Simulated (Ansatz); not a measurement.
# HC16: the cost of one run

Method: DFT PBE+D3(BJ), plane waves, PAW, scalar-relativistic, no spin polarisation, in Ansatz 0.2.0.

**1. The system as given**

The cell holds 17 atoms (C16H): a = 5.049 Å, b = 5.049 Å, c = 5.049 Å, α = 60.00°, β = 60.00°, γ = 60.00°.

The coordinates stand in the first input below.

**2. Relaxing end A**

input.yaml reads:

```yaml
crystal:
  lattice:
    - [0.0, 3.57, 3.57]
    - [3.57, 0.0, 3.57]
    - [3.57, 3.57, 0.0]
  atoms:
    - { symbol: C, position: [0.0, 0.0, 0.0] }
    - { symbol: C, position: [0.125, 0.125, 0.125] }
    - { symbol: C, position: [0.0, 0.0, 0.5] }
    - { symbol: C, position: [0.125, 0.125, 0.625] }
    - { symbol: C, position: [0.0, 0.5, 0.0] }
    - { symbol: C, position: [0.125, 0.625, 0.125] }
    - { symbol: C, position: [0.0, 0.5, 0.5] }
    - { symbol: C, position: [0.125, 0.625, 0.625] }
    - { symbol: C, position: [0.5, 0.0, 0.0] }
    - { symbol: C, position: [0.625, 0.125, 0.125] }
    - { symbol: C, position: [0.5, 0.0, 0.5] }
    - { symbol: C, position: [0.625, 0.125, 0.625] }
    - { symbol: C, position: [0.5, 0.5, 0.0] }
    - { symbol: C, position: [0.625, 0.625, 0.125] }
    - { symbol: C, position: [0.5, 0.5, 0.5] }
    - { symbol: C, position: [0.625, 0.625, 0.625] }
    - { symbol: H, position: [0.750123, 0.7488723, 0.7638342] }
total_charge: 1
basis:
  ecutwfc: 420.0
kpoints:
  mp_grid: { grid: [3, 3, 3] }
hamiltonian:
  xc: pbe
  dispersion: d3bj
  pseudopotentials: { kind: paw, azcp: { folder: soft_1 } }
scf:
  occupations: { method: gaussian, width: 0.05 }
  lower_state_search: "off"
relax:
  f_tol: 0.03
  max_steps: 60
  adjacent_minimum: "off"
```

Run with:

```
$ ansatz run input.yaml --threads 1 --pin off --max-ram 3072MiB --backend cpu --events-out ev --progress --plain --runs-dir out
```

Q: Estimate wall time and peak memory on 1 thread of Arm Neoverse V2, shared host.

About 52 s, with a peak of 0.32 GiB.
